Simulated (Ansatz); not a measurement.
# C2H10OSi2: small, medium and large basis sets

One table from this session's results is given with a row withheld; the runs are named, their logs left out.

Computed with Ansatz 0.2.0, Gaussian basis. Level: one geometry, several basis sets.

Plan: PBE0-D4/def2-SVP; ωB97M-V/def2-SVP; PBE0-D4/def2-QZVPP; ωB97M-V/def2-QZVPP; the functionals' def2-TZVPP values are taken from earlier runs.

2 further runs of the same task are left out: 2 for a known fault of the program.

### Structure used throughout

The geometry comes from an earlier relaxation with PBE0-D4 in a triple-zeta def2 set; it is a stationary point, not always the lowest conformer.

SMILES `C[SiH2]O[SiH2]C`, 15 atoms, charge 0, spin multiplicity 1.

Atoms are counted from 1 here; the program's logs count them from 0.

Bond lengths: C1–Si2 1.860 Å, C1–H6 1.093 Å, C1–H7 1.093 Å, C1–H8 1.094 Å, Si2–O3 1.637 Å, Si2–H9 1.486 Å, Si2–H10 1.490 Å, O3–Si4 1.637 Å, Si4–C5 1.857 Å, Si4–H11 1.490 Å, Si4–H12 1.490 Å, C5–H13 1.092 Å, C5–H14 1.092 Å, C5–H15 1.093 Å. Angles: Si2–C1–H6 111.0°, Si2–C1–H7 111.1°, Si2–C1–H8 110.3°, H6–C1–H7 108.3°, H6–C1–H8 108.1°, H7–C1–H8 108.0°, C1–Si2–O3 111.0°, C1–Si2–H9 110.4°, C1–Si2–H10 109.9°, O3–Si2–H9 107.4°, O3–Si2–H10 109.3°, H9–Si2–H10 108.8°, Si2–O3–Si4 145.7°, O3–Si4–C5 109.3°, O3–Si4–H11 109.3°, O3–Si4–H12 109.1°, C5–Si4–H11 110.7°, C5–Si4–H12 110.3° and more.

The first run:

Contents of in.yaml:

```yaml
crystal:
  periodic: [false, false, false]
  atoms:
    - {symbol: C, position_ang: [-2.721477, 0.236826, -0.218873]}
    - {symbol: Si, position_ang: [-1.284367, -0.694605, -0.945511]}
    - {symbol: O, position_ang: [0.086734, -0.416326, -0.095071]}
    - {symbol: Si, position_ang: [1.309239, 0.632931, 0.194579]}
    - {symbol: C, position_ang: [2.708085, -0.267061, 1.019978]}
    - {symbol: H, position_ang: [-2.887355, -0.050337, 0.822167]}
    - {symbol: H, position_ang: [-2.549771, 1.315499, -0.253140]}
    - {symbol: H, position_ang: [-3.635200, 0.022165, -0.780303]}
    - {symbol: H, position_ang: [-1.541878, -2.157924, -0.904973]}
    - {symbol: H, position_ang: [-1.076638, -0.282911, -2.362617]}
    - {symbol: H, position_ang: [1.757827, 1.234686, -1.092938]}
    - {symbol: H, position_ang: [0.812613, 1.731956, 1.069717]}
    - {symbol: H, position_ang: [2.380880, -0.711052, 1.963004]}
    - {symbol: H, position_ang: [3.089153, -1.065489, 0.379119]}
    - {symbol: H, position_ang: [3.530455, 0.420939, 1.234262]}
basis:
  gaussian: {orbitals: def2-SVP}
hamiltonian: {xc: pbe0, dispersion: d4}
output: {orbitals: {seedname: orbitals}}
```

Launch:

```bash
> ansatz run in.yaml --threads 2 --pin off --events-out ev --progress --plain --max-ram 32768MiB --backend cpu
```

Steps of the session up to this table: PBE0-D4 in def2-SVP; ωB97M-V in def2-SVP; PBE0-D4 in def2-QZVPP; ωB97M-V in def2-QZVPP.

One table of the session follows, with a row left open; its other results are not shown here.

It belongs to the step «Functionals by basis». 

```
functional       basis  HOMO (eV)  LUMO (eV)
   PBE0-D4    def2-SVP      -8.21       1.05
   PBE0-D4  def2-TZVPP      -8.29       0.50
   PBE0-D4  def2-QZVPP      -8.31       0.33
   ωB97M-V    def2-SVP          ?          ?
   ωB97M-V  def2-TZVPP     -10.58       2.16
   ωB97M-V  def2-QZVPP     -10.59       1.61
```

**Question.** Estimate the row for ωB97M-V, def2-SVP.

**Answer.** HOMO (eV): -10.46; LUMO (eV): 2.92. In the column «HOMO (eV)» it lies between ωB97M-V, def2-TZVPP (-10.58) and PBE0-D4, def2-QZVPP (-8.31).
